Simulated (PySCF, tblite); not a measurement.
# Si₂₆H₄₀: electronic excitations, NMR shifts

Aim: compute the electronic excitations, NMR shifts of Si₂₆H₄₀.

Computed with tblite 0.8.0 and PySCF 2.14.0 and routines of our own; the level stands in each step. Atoms count from 0.

### Step 1. The system as given

66 atoms, charge 0, multiplicity 1; geometry from: force field, distance geometry or constructed start.

### Step 2. Relaxing the molecule with GFN2-xTB

Job settings and geometry (Å):

```
{"job": {"kind": "relax", "xc": "GFN2-xTB", "basis": "xTB"}, "charge": 0, "multiplicity": 1}
Si    -5.426100    -2.717300    -0.001600
Si    -5.434200     2.718100    -0.006900
Si    -2.710300    -0.002300     0.001000
Si    -5.431700     0.004400    -2.721700
Si    -4.074200    -1.358900    -1.354400
Si    -6.792100     1.357300    -1.360400
Si    -5.430900     0.001700     2.712200
Si    -4.069800     1.360500     1.359200
Si    -6.786100    -1.359800     1.357300
Si     5.428200    -2.716300     0.001600
Si    -0.002100    -2.716700    -0.002100
Si     5.428500     2.713500    -0.000000
Si     5.427600     0.000700    -2.710500
Si     6.791000    -1.358300    -1.360500
Si     4.071000     1.362900    -1.357600
Si    -0.001900     2.716100     0.006300
Si     2.715900     0.001900     0.000900
Si    -0.001100    -0.003400    -2.716500
Si     1.357200    -1.355900    -1.355300
Si    -1.354900     1.358700    -1.355100
Si     5.428700     0.003800     2.717000
Si     6.787900     1.359300     1.357500
Si     4.076600    -1.353100     1.364300
Si    -0.004200    -0.004300     2.714000
Si     1.358300     1.360400     1.358600
Si    -1.363800    -1.358600     1.360200
H     -6.261700    -3.544600    -0.832100
H     -4.600200    -3.546300     0.832600
H     -4.599000     3.547300    -0.833400
H     -6.261300     3.547300     0.834800
H     -4.596000     0.832000    -3.548000
H     -6.264300    -0.830100    -3.546700
H     -3.242900    -2.189000    -2.191000
H     -7.906700     0.716500    -0.714100
H     -7.618900     2.190900    -2.192400
H     -4.599100    -0.829200     3.544000
H     -6.263200     0.831500     3.542800
H     -3.241000     2.191600     2.186500
H     -7.619000    -2.193000     2.189000
H     -7.913600    -0.714400     0.719000
H      4.599500    -3.549200    -0.827600
H      6.268300    -3.552500     0.835100
H     -0.826500    -3.545900    -0.835000
H      0.834000    -3.547400     0.829600
H      6.258700     3.548600    -0.829000
H      4.597700     3.548500     0.828000
H      6.264800     0.831500    -3.547500
H      4.599300    -0.828800    -3.544600
H      7.621700    -2.188700    -2.188900
H      7.910700    -0.717100    -0.715800
H      3.241000     2.181800    -2.186000
H      0.838000     3.548200    -0.831700
H     -0.831800     3.546500     0.831500
H      0.828000     0.829800    -3.549900
H     -0.830700    -0.832300    -3.545400
H      2.188600    -2.186100    -2.188500
H     -2.182500     2.183400    -2.191000
H      6.265100    -0.823800     3.546200
H      4.599700     0.830700     3.550900
H      7.907900     0.719800     0.716800
H      7.616300     2.190000     2.190600
H      3.245800    -2.189400     2.187200
H      0.833100    -0.830700     3.547700
H     -0.831600     0.834900     3.548000
H      2.194800     2.192400     2.191100
H     -2.194000    -2.187300     2.190400
```

Command:

```sh
$ OMP_NUM_THREADS=4 python large_run.py task.json out
```

The driver reads the jobs from task.json and runs them one after another.

Standard output:

```text
step      E/eV     max force
  0   -1766.90258    1.310
  1   -1767.33223    0.637
  2   -1767.49339    0.422
  3   -1767.54422    0.418
  4   -1767.68464    0.452
  5   -1767.80428    0.526
  6   -1767.89122    0.340
  7   -1767.91923    0.239
  8   -1767.93586    0.193
  9   -1767.96353    0.237
 10   -1767.99805    0.264
 11   -1768.03093    0.319
 12   -1768.05424    0.265
 13   -1768.07037    0.147
 14   -1768.08269    0.154
 15   -1768.09289    0.166
 16   -1768.10073    0.155
 17   -1768.10780    0.165
 18   -1768.11612    0.140
 19   -1768.12478    0.166
 20   -1768.13141    0.171
 21   -1768.13581    0.127
 22   -1768.13909    0.081
 23   -1768.14211    0.079
 24   -1768.14537    0.102
 25   -1768.14897    0.132
 26   -1768.15326    0.128
 27   -1768.15846    0.116
 28   -1768.16382    0.103
 29   -1768.16794    0.079
 30   -1768.17056    0.072
 31   -1768.17241    0.070
 32   -1768.17394    0.060
 33   -1768.17521    0.058
 34   -1768.17622    0.051
 35   -1768.17710    0.059
 36   -1768.17804    0.062
 37   -1768.17914    0.065
 38   -1768.18040    0.065
 39   -1768.18176    0.062
 40   -1768.18300    0.058
 41   -1768.18392    0.046
 42   -1768.18452    0.037
 43   -1768.18498    0.036
 44   -1768.18547    0.036
 45   -1768.18606    0.041
 46   -1768.18670    0.040
 47   -1768.18723    0.040
 48   -1768.18762    0.038
 49   -1768.18794    0.025
 50   -1768.18819    0.021
 51   -1768.18837    0.014
```

Wall time 18 s (4 threads of Arm Neoverse N1, shared host); peak memory 0.14 GiB.

Relaxation path:

```csv
step,energy from step 0 (eV),largest force (eV/Å)
0,0.0000,1.3100
1,-0.4297,0.6366
2,-0.5908,0.4224
3,-0.6416,0.4177
4,-0.7821,0.4525
5,-0.9017,0.5253
6,-0.9886,0.3394
7,-1.0167,0.2385
8,-1.0333,0.1927
11,-1.1283,0.3189
15,-1.1903,0.1663
18,-1.2135,0.1399
22,-1.2365,0.0817
25,-1.2464,0.1321
29,-1.2654,0.0794
32,-1.2714,0.0596
36,-1.2755,0.0621
39,-1.2792,0.0624
43,-1.2824,0.0360
47,-1.2847,0.0389
48,-1.2850,0.0376
49,-1.2854,0.0251
50,-1.2856,0.0209
51,-1.2858,0.0145
```

Close pairs (by a distance rule), those that changed most:

```
    bond  before (Å)  after (Å)  change (Å)
Si14–H50       1.430      1.479      +0.049
 Si7–H37       1.436      1.479      +0.043
Si22–H61       1.438      1.479      +0.042
Si19–H56       1.437      1.478      +0.041
Si25–H65       1.437      1.477      +0.040
Si9–Si13       2.357      2.320      -0.037
 Si4–H32       1.442      1.479      +0.037
Si18–H55       1.440      1.477      +0.037
```

The next job starts from the end point, and lists it.

### Step 3. Electronic excitations: TDDFT PBE0/6-31G*

Job settings and geometry (Å):

```
{"job": {"kind": "uv", "basis": "6-31G*", "grid": 1, "kgrid": 0, "vcut": 1.5, "nstates": 6, "ntriplets": 2, "tda": false, "delta": ["ip_vertical"], "pop": true, "xc": "PBE0"}, "charge": 0, "multiplicity": 1}
Si    -5.496732    -2.764378     0.015035
Si    -5.496635     2.765781    -0.017097
Si    -2.787989     0.000507    -0.000648
Si    -5.496379     0.016232    -2.765759
Si    -4.235730    -1.332968    -1.334575
Si    -6.722695     1.616935    -1.617268
Si    -5.497000    -0.015059     2.764422
Si    -4.236009     1.334376     1.332843
Si    -6.722323    -1.616146     1.615767
Si     5.498034    -2.764302    -0.013972
Si    -0.000002    -2.700573     0.000562
Si     5.495824     2.766303     0.016221
Si     5.497214    -0.015591    -2.763811
Si     6.723455    -1.615909    -1.614982
Si     4.236784     1.334257    -1.333120
Si     0.000921     2.700206     0.000323
Si     2.787903    -0.000011     0.000614
Si     0.001404    -0.001068    -2.699976
Si     1.347095    -1.338206    -1.337048
Si    -1.345662     1.337861    -1.338213
Si     5.497904     0.017997     2.765671
Si     6.721734     1.618903     1.616581
Si     4.237549    -1.332873     1.335547
Si    -0.000493    -0.000200     2.700616
Si     1.346506     1.337150     1.338802
Si    -1.347268    -1.337625     1.337469
H     -6.337753    -3.688017    -0.761976
H     -4.557869    -3.668076     0.698294
H     -4.557853     3.668903    -0.701375
H     -6.337557     3.689798     0.759625
H     -4.557875     0.700485    -3.669156
H     -6.337379    -0.760134    -3.690015
H     -3.321564    -2.155113    -2.156907
H     -7.821175     0.922393    -0.923009
H     -7.434403     2.525517    -2.526088
H     -4.558026    -0.697946     3.668497
H     -6.338699     0.762264     3.687334
H     -3.322028     2.157217     2.155063
H     -7.432219    -2.525399     2.525080
H     -7.821593    -0.922377     0.921993
H      4.559635    -3.668252    -0.697424
H      6.339334    -3.687476     0.763134
H     -0.835768    -3.611163    -0.793663
H      0.835275    -3.611342     0.795109
H      6.335818     3.690435    -0.760742
H      4.556467     3.668992     0.699642
H      6.338744     0.761053    -3.687230
H      4.559139    -0.700039    -3.667465
H      7.434625    -2.524906    -2.523789
H      7.822501    -0.921664    -0.921064
H      3.321614     2.154999    -2.155934
H      0.837400     3.610940    -0.793147
H     -0.835316     3.611099     0.793718
H      0.836930     0.792699    -3.611031
H     -0.835392    -0.794794    -3.609875
H      2.245719    -2.167861    -2.165407
H     -2.243838     2.167460    -2.167870
H      6.339179    -0.758490     3.689164
H      4.559138     0.700906     3.669413
H      7.821584     0.925879     0.923486
H      7.432508     2.527868     2.525142
H      3.322883    -2.155139     2.157673
H      0.834915    -0.794472     3.611432
H     -0.836611     0.793821     3.610934
H      2.244841     2.166246     2.168346
H     -2.246271    -2.166461     2.166812
```

With the program's defaults for keys left out, this is: TDDFT PBE0/6-31G*, vertical, gas phase, core orbitals frozen in the response, virtual orbitals cut by energy.

Standard output:

```text
start: PBE on a coarse grid of 63171 points
cycle   1  E = -7547.1836730655  dE =  9.621e-01  |g| = 3.269e-01  |ddm| = 7.745e+00
cycle   2  E = -7547.2045247910  dE = -2.085e-02  |g| = 2.237e-01  |ddm| = 9.984e-01
cycle   3  E = -7547.2136980809  dE = -9.173e-03  |g| = 1.696e-01  |ddm| = 8.409e-01
cycle   4  E = -7547.2254788179  dE = -1.178e-02  |g| = 3.053e-02  |ddm| = 4.033e-01
cycle   5  E = -7547.2258332804  dE = -3.545e-04  |g| = 1.194e-02  |ddm| = 8.793e-02
cycle   6  E = -7547.2258891683  dE = -5.589e-05  |g| = 3.081e-03  |ddm| = 2.921e-02
final grid: 243220 points
cycle   7  E = -7547.4854524329  dE = -1.712e-02  |g| = 3.435e-02  |ddm| = 5.487e-01
cycle   8  E = -7547.4853062353  dE =  1.462e-04  |g| = 3.841e-02  |ddm| = 1.810e-01
cycle   9  E = -7547.4858889201  dE = -5.827e-04  |g| = 9.109e-03  |ddm| = 1.045e-01
cycle  10  E = -7547.4859171426  dE = -2.822e-05  |g| = 3.795e-03  |ddm| = 2.474e-02
cycle  11  E = -7547.4859226821  dE = -5.540e-06  |g| = 5.482e-04  |ddm| = 8.838e-03
cycle  12  E = -7547.4859214607  dE =  1.221e-06  |g| = 3.647e-04  |ddm| = 1.913e-03
cycle  13  E = -7547.4859245866  dE = -3.126e-06  |g| = 4.873e-05  |ddm| = 8.185e-04
converged SCF energy = -7547.4859245866

Static polarisability (au): isotropic 723.028, principal 622.902 622.948 923.234

Singlet excitations
state   eV       nm        f      main configurations
  1   5.0327    246.4   0.00000   H->L+2 0.43, H-1->L+1 0.43
  2   5.0717    244.5   0.02530   H->L 0.66, H->L+3 0.21
  3   5.0746    244.3   0.02538   H-1->L 0.66, H-1->L+3 0.22
  4   5.0827    243.9   0.00001   H-1->L+1 0.30, H->L+2 0.30, H-2->L+2 0.12
  5   5.1314    241.6   0.00028   H->L+1 0.47, H-1->L+2 0.41
  6   5.1362    241.4   0.00444   H-2->L 0.53, H->L+3 0.21, H-2->L+3 0.09

Triplet excitations (Tamm-Dancoff, eV): 4.6952 4.7112
```

Wall time 14 min (4 threads of Arm Neoverse N1, shared host); peak memory 3.6 GiB.

Warnings kept with the result: ip_vertical: open-shell SCF did not converge.

The orbitals next to the gap, with their largest atomic shares:

```
orbital     eV                            atoms
 HOMO−4  -7.52      Si2 9 %, Si16 9 %, Si25 6 %
 HOMO−3  -7.38  Si16 15 %, Si24 12 %, Si18 12 %
 HOMO−2  -7.37   Si2 15 %, Si19 12 %, Si25 12 %
 HOMO−1  -7.28     Si2 15 %, Si7 12 %, Si4 12 %
   HOMO  -7.28  Si16 15 %, Si22 12 %, Si14 12 %
   LUMO  -1.32     Si18 8 %, Si19 8 %, Si16 8 %
 LUMO+1  -1.32    Si2 12 %, Si16 10 %, Si25 6 %
 LUMO+2  -1.31    Si16 12 %, Si2 10 %, Si24 7 %
 LUMO+3  -1.24       Si2 8 %, Si16 8 %, Si4 7 %
```

With each of the 6 states as a Gaussian band of 0.4 eV half-width at 1/e, the curve within the window shown has maxima at 244 nm (ε 2,200) L/(mol cm). Beyond the last state computed it falls off for lack of states. The curve at chosen wavelengths:

| nm | ε (L/mol/cm) |
| --- | --- |
| 228 | 1009 |
| 230 | 1229 |
| 232 | 1451 |
| 234 | 1664 |
| 236 | 1856 |
| 238 | 2017 |
| 240 | 2138 |
| 242 | 2213 |
| 244 | 2239 |
| 246 | 2217 |
| 248 | 2151 |
| 250 | 2046 |
| 252 | 1910 |
| 255 | 1667 |
| 257 | 1491 |
| 259 | 1313 |
| 261 | 1140 |
| 263 | 975 |
| 265 | 822 |
| 267 | 685 |
| 269 | 564 |
| 271 | 459 |
| 273 | 369 |
| 275 | 294 |
| 277 | 231 |
| 279 | 181 |

Further results of this job:

| property | computed |
| --- | --- |
| dipole moment (D) | 0.01 |
| polarisability (Å³) | 107.14 |
| HOMO–LUMO gap (eV) | 5.97 |
| −ε(HOMO) (eV) | 7.28 |

### Step 4. NMR shifts: GIAO KT3/pcSseg-1

The job, as its differences from that of step 3:

```diff
@@ -1,2 +1,2 @@
-{"job": {"kind": "uv", "basis": "6-31G*", "grid": 1, "kgrid": 0, "vcut": 1.5, "nstates": 6, "ntriplets": 2, "tda": false, "delta": ["ip_vertical"], "pop": true, "xc": "PBE0"}, "charge": 0, "multiplicity": 1}
+{"job": {"kind": "nmr", "xc": "KT3", "basis": "pcSseg-1", "pop": false}, "charge": 0, "multiplicity": 1}
 Si    -5.496732    -2.764378     0.015035
```

Level: GIAO KT3/pcSseg-1 NMR shielding, non-relativistic, gas phase.

Standard output:

```text
start: PBE on a coarse grid of 63171 points
cycle   1  E = -7546.7427002925  dE =  8.504e-01  |g| = 4.362e-01  |ddm| = 8.149e+00
cycle   2  E = -7546.7587430654  dE = -1.604e-02  |g| = 3.475e-01  |ddm| = 1.196e+00
cycle   3  E = -7546.7803041040  dE = -2.156e-02  |g| = 2.114e-01  |ddm| = 1.108e+00
cycle   4  E = -7546.7981430153  dE = -1.784e-02  |g| = 3.691e-02  |ddm| = 5.383e-01
cycle   5  E = -7546.7986021861  dE = -4.592e-04  |g| = 1.614e-02  |ddm| = 1.103e-01
cycle   6  E = -7546.7987010898  dE = -9.890e-05  |g| = 5.893e-03  |ddm| = 4.151e-02
final grid: 472406 points
cycle   7  E = -7611.2524602015  dE = -1.413e-01  |g| = 6.125e-01  |ddm| = 1.564e+00
cycle   8  E = -7611.2669103831  dE = -1.445e-02  |g| = 2.885e-01  |ddm| = 7.508e-01
cycle   9  E = -7611.2718822483  dE = -4.972e-03  |g| = 4.992e-02  |ddm| = 3.299e-01
cycle  10  E = -7611.2728159516  dE = -9.337e-04  |g| = 1.214e-02  |ddm| = 1.215e-01
cycle  11  E = -7611.2728723339  dE = -5.638e-05  |g| = 3.370e-03  |ddm| = 3.157e-02
cycle  12  E = -7611.2728751486  dE = -2.815e-06  |g| = 9.838e-04  |ddm| = 9.814e-03
cycle  13  E = -7611.2728781098  dE = -2.961e-06  |g| = 5.396e-04  |ddm| = 3.211e-03
cycle  14  E = -7611.2728760405  dE =  2.069e-06  |g| = 1.034e-04  |ddm| = 1.283e-03
cycle  15  E = -7611.2728803486  dE = -4.308e-06  |g| = 1.846e-05  |ddm| = 2.677e-04
converged SCF energy = -7611.2728803486

GIAO shielding tensors (ppm)
atom      isotropic    diamagn.    paramagn.     s11        s22        s33       span
  0 Si     473.575     885.600    -412.026    453.365    473.424    493.936     40.570
  1 Si     473.533     885.596    -412.063    453.339    473.386    493.873     40.535
  2 Si     465.583     886.707    -421.124    428.826    478.165    489.758     60.932
  3 Si     473.576     885.594    -412.018    453.339    473.434    493.957     40.618
  4 Si     473.121     887.359    -414.238    455.342    481.690    482.331     26.990
  5 Si     478.293     884.078    -405.785    463.056    482.496    489.326     26.270
  6 Si     473.513     885.598    -412.085    453.347    473.352    493.840     40.493
  7 Si     473.053     887.358    -414.306    455.300    481.608    482.249     26.949
  8 Si     478.315     884.077    -405.762    463.221    482.464    489.260     26.039
  9 Si     473.565     885.597    -412.031    453.380    473.417    493.900     40.521
 10 Si     467.966     886.232    -418.266    451.342    457.209    495.347     44.004
 11 Si     473.694     885.607    -411.913    453.502    473.593    493.987     40.485
 12 Si     473.565     885.592    -412.027    453.418    473.399    493.877     40.459
 13 Si     478.329     884.073    -405.744    463.117    482.525    489.345     26.229
 14 Si     473.125     887.376    -414.251    455.248    481.671    482.455     27.207
 15 Si     467.951     886.233    -418.281    451.314    457.176    495.364     44.049
 16 Si     465.470     886.700    -421.230    428.554    478.105    489.752     61.198
 17 Si     468.010     886.233    -418.223    451.487    457.186    495.357     43.870
 18 Si     472.681     886.466    -413.785    451.319    480.176    486.548     35.229
 19 Si     472.535     886.462    -413.928    451.118    480.069    486.417     35.299
 20 Si     473.644     885.607    -411.963    453.426    473.521    493.985     40.559
 21 Si     478.505     884.072    -405.567    463.244    482.679    489.592     26.349
 22 Si     473.008     887.367    -414.359    455.105    481.596    482.321     27.216
 23 Si     467.988     886.237    -418.249    451.371    457.224    495.369     43.998
 24 Si     472.656     886.469    -413.813    451.344    480.127    486.496     35.152
 25 Si     472.615     886.465    -413.850    451.188    480.123    486.534     35.346
 26 H       28.051      30.796      -2.745     23.757     24.899     35.498     11.741
 27 H       27.958      32.733      -4.775     23.569     27.831     32.474      8.906
 28 H       27.957      32.730      -4.773     23.570     27.829     32.472      8.902
 29 H       28.050      30.793      -2.743     23.756     24.898     35.497     11.741
 30 H       27.958      32.729      -4.771     23.570     27.829     32.474      8.904
 31 H       28.051      30.790      -2.740     23.756     24.898     35.498     11.742
 32 H       27.624      33.766      -6.142     22.868     27.144     32.860      9.992
 33 H       28.191      31.827      -3.636     24.178     27.431     32.963      8.785
 34 H       28.125      28.693      -0.568     23.759     24.652     35.963     12.204
 35 H       27.955      32.730      -4.775     23.566     27.829     32.471      8.905
 36 H       28.049      30.794      -2.744     23.757     24.897     35.494     11.737
 37 H       27.621      33.765      -6.144     22.867     27.141     32.855      9.988
 38 H       28.126      28.692      -0.566     23.760     24.655     35.964     12.204
 39 H       28.190      31.820      -3.630     24.178     27.424     32.966      8.788
 40 H       27.959      32.731      -4.771     23.572     27.830     32.476      8.904
 41 H       28.052      30.793      -2.742     23.757     24.899     35.500     11.743
 42 H       27.784      34.147      -6.363     22.994     26.837     33.522     10.528
 43 H       27.785      34.146      -6.362     22.994     26.836     33.523     10.529
 44 H       28.056      30.799      -2.744     23.759     24.901     35.507     11.748
 45 H       27.962      32.738      -4.776     23.573     27.835     32.480      8.907
 46 H       28.051      30.788      -2.737     23.756     24.899     35.498     11.741
 47 H       27.958      32.724      -4.766     23.571     27.828     32.476      8.905
 48 H       28.125      28.689      -0.564     23.761     24.653     35.963     12.202
 49 H       28.190      31.819      -3.629     24.178     27.426     32.965      8.786
 50 H       27.622      33.778      -6.156     22.866     27.143     32.858      9.991
 51 H       27.783      34.150      -6.367     22.991     26.840     33.519     10.528
 52 H       27.784      34.150      -6.367     22.992     26.839     33.521     10.530
 53 H       27.786      34.149      -6.363     22.993     26.839     33.525     10.532
 54 H       27.785      34.150      -6.365     22.992     26.841     33.523     10.531
 55 H       27.631      36.189      -8.557     22.332     26.707     33.855     11.524
 56 H       27.625      36.184      -8.559     22.326     26.704     33.844     11.518
 57 H       28.055      30.798      -2.743     23.758     24.900     35.505     11.747
 58 H       27.961      32.739      -4.778     23.572     27.831     32.480      8.908
 59 H       28.196      31.817      -3.621     24.183     27.428     32.977      8.794
 60 H       28.132      28.687      -0.555     23.764     24.658     35.974     12.211
 61 H       27.620      33.769      -6.149     22.865     27.142     32.854      9.990
 62 H       27.785      34.150      -6.365     22.994     26.838     33.523     10.529
 63 H       27.785      34.152      -6.367     22.994     26.839     33.522     10.528
 64 H       27.630      36.193      -8.563     22.331     26.706     33.852     11.521
 65 H       27.627      36.189      -8.562     22.328     26.706     33.848     11.519
```

It took 79 s on 4 threads of Arm Neoverse N1, shared host; peak memory 2.2 GiB.

The references, computed at this level on geometries of the same kind, shield at (ppm): ¹H TMS 31.76, ²⁹Si TMS 361.7. Their shielding less the atom's gives the shift. The references are single molecules in the gas phase. Atoms listed in one row are averaged.

| atoms | environment | σ (ppm) | δ (ppm) |
| --- | --- | --- | --- |
| H32, H37, H50, H61 | hydrogen on a silicon bonded to 3 Si | 27.62 | 4.14 |
| H55, H56, H64, H65 | hydrogen on a silicon bonded to 3 Si | 27.63 | 4.13 |
| H42, H43, H51, H52, H53 and 3 more | hydrogen on a silicon bonded to 2 Si | 27.78 | 3.98 |
| H27, H28, H30, H35, H40 and 3 more | hydrogen on a silicon bonded to 2 Si | 27.96 | 3.80 |
| H26, H29, H31, H36, H41 and 3 more | hydrogen on a silicon bonded to 2 Si | 28.05 | 3.71 |
| H34, H38, H48, H60 | hydrogen on a silicon bonded to 2 Si | 28.13 | 3.63 |
| H33, H39, H49, H59 | hydrogen on a silicon bonded to 2 Si | 28.19 | 3.57 |
| Si2, Si16 | silicon bonded to 4 Si | 465.5 | -103.9 |
| Si10, Si15, Si17, Si23 | silicon bonded to 2 Si, 2 H | 468.0 | -106.3 |
| Si18, Si19, Si24, Si25 | silicon bonded to 3 Si, H | 472.6 | -111.0 |
| Si4, Si7, Si14, Si22 | silicon bonded to 3 Si, H | 473.1 | -111.4 |
| Si0, Si1, Si3, Si6, Si9 and 3 more | silicon bonded to 2 Si, 2 H | 473.6 | -111.9 |
| Si5, Si8, Si13, Si21 | silicon bonded to 2 Si, 2 H | 478.4 | -116.7 |

Ring of atoms Si0, Si2, Si4, Si6, Si7, Si8: NICS(0) -2.2, NICS(1) -1.8, NICS(1)zz 3.0 ppm (means of both faces).

Ring of atoms Si2, Si10, Si17, Si18, Si19, Si25: NICS(0) -2.2, NICS(1) -1.8, NICS(1)zz 1.9 ppm (means of both faces).

### Step 5. Results

| quantity | value |
| --- | --- |
| lowest singlet (PBE0/6-31G*) | 5.03 eV (246 nm), f = 0.000 |
| brightest single state of those computed | state 3, 5.07 eV, f = 0.025 |
| lowest triplet | 4.70 eV |
| ¹H shifts against TMS (KT3/pcSseg-1, means over atoms taken as alike) | 4.14, 4.13, 3.98, 3.80, 3.71, 3.63, 3.57 ppm |
| ²⁹Si shifts against TMS (KT3/pcSseg-1, means over atoms taken as alike) | -103.9, -106.3, -111.0, -111.4, -111.9, -116.7 ppm |

The lowest singlet, at 5.03 eV, is HOMO→LUMO+2 0.43, HOMO−1→LUMO+1 0.43 and is dark; of the 6 states computed, the strongest absorption comes from states 2 to 3 together at 5.07 eV. The lowest triplet lies 0.34 eV below the lowest singlet (triplets in Tamm-Dancoff, singlets in full TDDFT). At KT3/pcSseg-1: The widest tensor belongs to Si2, Si16: span 61 ppm, with a paramagnetic part of -421 ppm.
